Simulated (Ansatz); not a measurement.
# Ru: the cost of one run

Program: Ansatz 0.2.0. Level of theory: DFT LDA, scalar-relativistic, plane waves, PAW. These are calculated values, not measurements.

### 1 Starting point

It takes space group P6_3/mmc (No. 194, hexagonal). Conventional cell: a = 2.706 Å, b = 2.706 Å, c = 4.282 Å, α = 90.00°, β = 90.00°, γ = 120.00°. Around Ru (site symmetry -6m2) lie 12 Ru at 2.65 to 2.71 Å.

As a file:

```xyz
2
Lattice="2.7058 0.0000 0.0000 -1.3529 2.3433 0.0000 0.0000 0.0000 4.2819" Properties=species:S:1:pos:R:3 pbc="T T T"
Ru    0.0000    1.5622    1.0705
Ru    1.3529    0.7811    3.2114
```

The structure comes from the Crystallography Open Database.

### 2 A first look at the start

The input, input.yaml:

```yaml
crystal:
  lattice:
    - [2.7057993342, 0.0, 0.0]
    - [-1.3528996671, 2.343290961, 0.0]
    - [0.0, 0.0, 4.2819]
  atoms:
    - { symbol: Ru, position: [0.3333333333, 0.6666666667, 0.25] }
    - { symbol: Ru, position: [0.6666666667, 0.3333333333, 0.75] }
basis:
  ecutwfc: 420
kpoints:
  mp_grid: { grid: [9, 9, 4] }
hamiltonian:
  xc: lda
scf:
  occupations: { method: gaussian, width: 0.1 }
output:
  forces: true
  stress: true
  eigenvalues: true
```

**Question.** How long does this run take on 1 thread of an Arm CPU, shared host, and how much memory does it need?

About 1.8 s, with a peak of 0.26 GiB.
